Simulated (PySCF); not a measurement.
# W+: dipole response in ANO-RCC-VTZP

How polarisable is W+ at the levels listed below?

Method: unrestricted determinants in a Gaussian basis, no spin-orbit coupling in the energies. Code: PySCF 2.14.0.

## 1. Starting point

```
Element     : tungsten (Z = 74)
Basis       : ANO-RCC-VTZP
Hamiltonian : scalar relativity by spin-free X2C-1e
State 1     : W+: [Xe] 4f14 5d4 6s1, high-spin 6D determinant
Methods     : PBE0
```

The outer shells:

W+ [Xe] 4f14 5d4 6s1
```
[Xe] core
4f [↑↓][↑↓][↑↓][↑↓][↑↓][↑↓][↑↓]
5d [↑ ][↑ ][↑ ][↑ ][  ]
6s [↑ ]
```

One driver process ran all states and methods and kept the integrals in memory. Each run is shown as a PySCF script that sums up its settings (the driver passes frozen orbitals as a list and adds second-order terms of double hybrids); the logs are those of the runs themselves. The driver starts from symmetry-adapted Hartree-Fock orbitals, holds the occupation by maximum overlap and uses a logarithmic radial grid for functionals, so a plain start would take other cycles.

It was started by

```sh
OMP_NUM_THREADS=1 python atomrun2.py TASK.json OUT
```

The integrals over 104 functions and the set-up took 63 s of CPU time.

## 2. W+: PBE0

PBE0:

input.py reads:

```python
from pyscf import gto, scf, dft, mp, cc
import basis_set_exchange as bse
mol = gto.M(atom="W 0 0 0", charge=1, spin=5, symmetry="D2h",
            basis=gto.basis.parse(bse.get_basis("ANO-RCC-VTZP", elements=["W"], fmt="nwchem", header=False)),
            nucmod="G")
mf = dft.UKS(mol, xc="PBE0").sfx2c1e()
mf.irrep_nelec = {'Ag': (11, 9), 'B1g': (3, 2), 'B2g': (3, 2), 'B3g': (3, 2), 'Au': (1, 1), 'B1u': (6, 6), 'B2u': (6, 6), 'B3u': (6, 6)}
mf.kernel()
```

Standard output:

```text
damping factor = 0
level_shift factor = 0
DIIS = <class 'pyscf.scf.diis.CDIIS'>
diis_start_cycle = 1
diis_space = 10
diis_damp = 0
SCF conv_tol = 1e-09
SCF conv_tol_grad = None
number electrons alpha = 39  beta = 34
XC functionals = PBE0
    C. Adamo and V. Barone.,  J. Chem. Phys. 110, 6158 (1999)
    M. Ernzerhof and G. E. Scuseria.,  J. Chem. Phys. 110, 5029 (1999)
cycle= 1 E= -16142.4879058253  delta_E= -0.0141  |g|= 0.275  |ddm|= 0.134
cycle= 2 E= -16142.4817713745  delta_E= 0.00613  |g|= 0.405  |ddm|= 0.0804
cycle= 3 E= -16142.4927146725  delta_E= -0.0109  |g|= 0.00724  |ddm|= 0.0526
cycle= 4 E= -16142.4927211584  delta_E= -6.49e-06  |g|= 0.000918  |ddm|= 0.0027
cycle= 5 E= -16142.492721378  delta_E= -2.2e-07  |g|= 0.000227  |ddm|= 0.000619
cycle= 6 E= -16142.4927213866  delta_E= -8.55e-09  |g|= 1.29e-05  |ddm|= 9.63e-05
cycle= 7 E= -16142.4927213866  delta_E= -1.46e-11  |g|= 5.23e-07  |ddm|= 6.32e-06
converged SCF energy = -16142.4927213866  <S^2> = 8.752522  2S+1 = 6.0008406
```

CPU time 1.8 min on a shared host, the integrals not counted.

The occupied shells:

| shell | electrons | mean orbital energy (eV) | spread (eV) | rms radius (bohr) |
| --- | --- | --- | --- | --- |
| 1s α | 1 | -69413.1 | 0 | 0.0208 |
| 1s β | 1 | -69413.1 | 0 | 0.0208 |
| 2s α | 1 | -12023.3 | 0 | 0.0839 |
| 2s β | 1 | -12023.1 | 0 | 0.0839 |
| 2p α | 3 | -10551.8 | 0.045 | 0.0762 |
| 2p β | 3 | -10551.7 | 0.093 | 0.0762 |
| 3s α | 1 | -2791.3 | 0 | 0.215 |
| 3s β | 1 | -2791.2 | 0 | 0.215 |
| 3p α | 3 | -2351.1 | 0.146 | 0.216 |
| 3p β | 3 | -2351.0 | 0.169 | 0.216 |
| 3d α | 5 | -1827.4 | 0.129 | 0.197 |
| 3d β | 5 | -1827.2 | 0.185 | 0.197 |
| 4s α | 1 | -589.70 | 0 | 0.478 |
| 4s β | 1 | -589.47 | 0 | 0.478 |
| 4p α | 3 | -443.84 | 0.279 | 0.509 |
| 4p β | 3 | -443.63 | 0.350 | 0.509 |
| 4d α | 5 | -254.01 | 0.275 | 0.551 |
| 4d β | 5 | -253.73 | 0.445 | 0.551 |
| 5s α | 1 | -91.076 | 0 | 1.14 |
| 5s β | 1 | -88.790 | 0 | 1.14 |
| 5p α | 3 | -54.766 | 0.225 | 1.33 |
| 5p β | 3 | -51.578 | 1.035 | 1.33 |
| 4f α | 7 | -44.903 | 0.336 | 0.679 |
| 4f β | 7 | -44.484 | 0.470 | 0.679 |
| 5d α | 4 | -14.235 | 0.747 | 2.15 |
| 6s α | 1 | -13.666 | 0 | 3.07 |

⟨S²⟩ = 8.753, ⟨L²⟩ = 6.01.

The driver then solved the coupled dipole response at imaginary frequencies: mean α = 34.42 bohr³ (xx, yy, zz: 33.73, 33.73, 35.80), C₆ = 271.1 au for a like pair.

Spin-orbit coupling, absent here, splits the open shell strongly.

Radial density 4πr²ρ of W+ at PBE0, without picture-change correction:

| r (bohr) | density | spin density |
| --- | --- | --- |
| 0.000303 | 2.45 | 0.000 |
| 0.000509 | 5.17 | 0.000 |
| 0.000856 | 10.5 | 0.001 |
| 0.00144 | 20.6 | 0.001 |
| 0.00242 | 38.1 | 0.002 |
| 0.00407 | 64.0 | 0.003 |
| 0.00685 | 92.0 | 0.004 |
| 0.0115 | 104 | 0.002 |
| 0.0194 | 91.7 | -0.003 |
| 0.0326 | 100 | 0.001 |
| 0.0549 | 136 | 0.049 |
| 0.0923 | 106 | 0.160 |
| 0.155 | 124 | 0.098 |
| 0.261 | 68.1 | 0.024 |
| 0.439 | 75.8 | 0.280 |
| 0.738 | 29.2 | 0.173 |
| 1.24 | 12.2 | 2.182 |
| 2.09 | 3.09 | 2.093 |
| 3.51 | 0.592 | 0.583 |
| 5.91 | 0.0254 | 0.025 |
| 9.94 | 8.46e-05 | 0.000 |

## 3. The response side by side

W+, in atomic units:

| method | mean α | C₆ (like pair) | S(−4) |
| --- | --- | --- | --- |
| PBE0 | 34.42 | 271.1 | 571.6 |

α(iu) at PBE0:

| u (hartree) | α(iu) (bohr³) |
| --- | --- |
| 0 | 34.42 |
| 0.0500 | 33.06 |
| 0.100 | 29.64 |
| 0.200 | 21.58 |
| 0.300 | 15.71 |
| 0.500 | 9.781 |
| 0.750 | 6.740 |
| 1.00 | 5.185 |
| 1.50 | 3.472 |
| 2.00 | 2.507 |
| 3.00 | 1.492 |
| 5.00 | 0.7227 |

## 4. Outcome

| quantity | value |
| --- | --- |
| α of W+ | 34.42 (PBE0) bohr³ |

What this shows: A single London oscillator with the computed α and C₆ of W+ at PBE0 would have ω = 4 C₆ / (3 α²) = 0.305 hartree. The basis is finite, and no extrapolation was made.
